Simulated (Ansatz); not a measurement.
**CHFOSi (SMILES O[Si]#CF): functionals against CCSD(T) at one geometry**

A test off equilibrium: a structure displaced at random from a GFN2-xTB minimum is computed at several levels, and each is set against CCSD(T).

Method: single points in def2-TZVPP; program: Ansatz 0.2.0, Gaussian basis.

Correlated methods freeze the cores.

**1. The system as given**

SMILES `O[Si]#CF`, 5 atoms, charge 0, spin multiplicity 1.

Atoms are counted from 1 here; the program's logs count them from 0.

Bond lengths: O1–Si2 1.643 Å, O1–H5 1.011 Å, Si2–C3 1.701 Å, C3–F4 1.354 Å. Angles: Si2–O1–H5 128.1°, O1–Si2–C3 161.6°, Si2–C3–F4 121.8°.

Coordinates:

```
O    -1.1997    1.1764   -0.2536
Si   -0.0977    0.0011    0.0693
C     1.3718   -0.7808    0.4210
F     1.4106   -2.0551    0.8757
H    -1.3986    1.6175   -1.1408
```

**2. CCSD(T)/def2-TZVPP**

run/in.yaml

```yaml
crystal:
  periodic: [false, false, false]
  atoms:
    - {symbol: O, position_ang: [-1.199700, 1.176400, -0.253600]}
    - {symbol: Si, position_ang: [-0.097700, 0.001100, 0.069300]}
    - {symbol: C, position_ang: [1.371800, -0.780800, 0.421000]}
    - {symbol: F, position_ang: [1.410600, -2.055100, 0.875700]}
    - {symbol: H, position_ang: [-1.398600, 1.617500, -1.140800]}
basis:
  gaussian: {orbitals: def2-TZVPP}
correlation: {method: ccsd_t}
output: {forces: true}
```

No record of the launch command was kept for these runs.

**3. PBE0-D4/def2-TZVPP**

Changes to run/in.yaml since step 2:

```diff
@@ -10,3 +10,3 @@
   gaussian: {orbitals: def2-TZVPP}
-correlation: {method: ccsd_t}
-output: {forces: true}
+hamiltonian: {xc: pbe0, dispersion: d4}
+output: {forces: true, orbitals: {seedname: orbitals}}
```

**4. wB97M-V/def2-TZVPP**

Changes to run/in.yaml since step 3:

```diff
@@ -10,3 +10,3 @@
   gaussian: {orbitals: def2-TZVPP}
-hamiltonian: {xc: pbe0, dispersion: d4}
-output: {forces: true, orbitals: {seedname: orbitals}}
+hamiltonian: {xc: {name: wB97M-V}}
+output: {forces: true}
```

**5. r2SCAN-D4/def2-TZVPP**

Changes to run/in.yaml since step 4:

```diff
@@ -10,3 +10,3 @@
   gaussian: {orbitals: def2-TZVPP}
-hamiltonian: {xc: {name: wB97M-V}}
+hamiltonian: {xc: r2scan, dispersion: d4}
 output: {forces: true}
```

**6. PBE-D4/def2-TZVPP**

Changes to run/in.yaml since step 5:

```diff
@@ -10,3 +10,3 @@
   gaussian: {orbitals: def2-TZVPP}
-hamiltonian: {xc: r2scan, dispersion: d4}
+hamiltonian: {xc: pbe, dispersion: d4}
 output: {forces: true}
```

**7. LC-wPBE/def2-TZVPP**

Changes to run/in.yaml since step 6:

```diff
@@ -10,3 +10,3 @@
   gaussian: {orbitals: def2-TZVPP}
-hamiltonian: {xc: pbe, dispersion: d4}
+hamiltonian: {xc: {name: LC-wPBE}}
 output: {forces: true}
```

**8. B97M-V/def2-TZVPP**

Changes to run/in.yaml since step 7:

```diff
@@ -10,3 +10,3 @@
   gaussian: {orbitals: def2-TZVPP}
-hamiltonian: {xc: {name: LC-wPBE}}
+hamiltonian: {xc: {name: B97M-V}}
 output: {forces: true}
```

(Steps that only read results are left out.)

Q: Predict the outcome of this session. Wanted: energy less free atoms, CCSD(T)/def2-TZVPP; RMS force component; RMS force error; HOMO and LUMO, PBE0-D4; T1 diagnostic.

The runs gave:

| quantity | value |
| --- | --- |
| energy less free atoms, CCSD(T)/def2-TZVPP | -1578.6 kJ/mol |
| RMS force component | 0.903 to 1.104 eV/Å over the methods |
| RMS force error | PBE0-D4 0.264, wB97M-V 0.235, r2SCAN-D4 0.154, PBE-D4 0.219, LC-wPBE 0.458, B97M-V 0.210 eV/Å |
| HOMO and LUMO, PBE0-D4 | -6.14 and -2.58 eV |
| T1 diagnostic | 0.022 |

Against CCSD(T) the functionals' energies less atoms differ by -173.9 to -2.2 kJ/mol, PBE-D4 by -173.9 kJ/mol. A larger basis would deepen the CCSD(T) value, while the functionals are nearly converged already, so the order here is not reliable. On forces the order runs from r2SCAN-D4 to LC-wPBE. Frozen-core CCSD(T) forces in triple zeta carry basis errors of their own, and this is one geometry, so small gaps rank nothing. The restricted Hartree–Fock reference is unstable towards an unrestricted one at one or more of these structures.
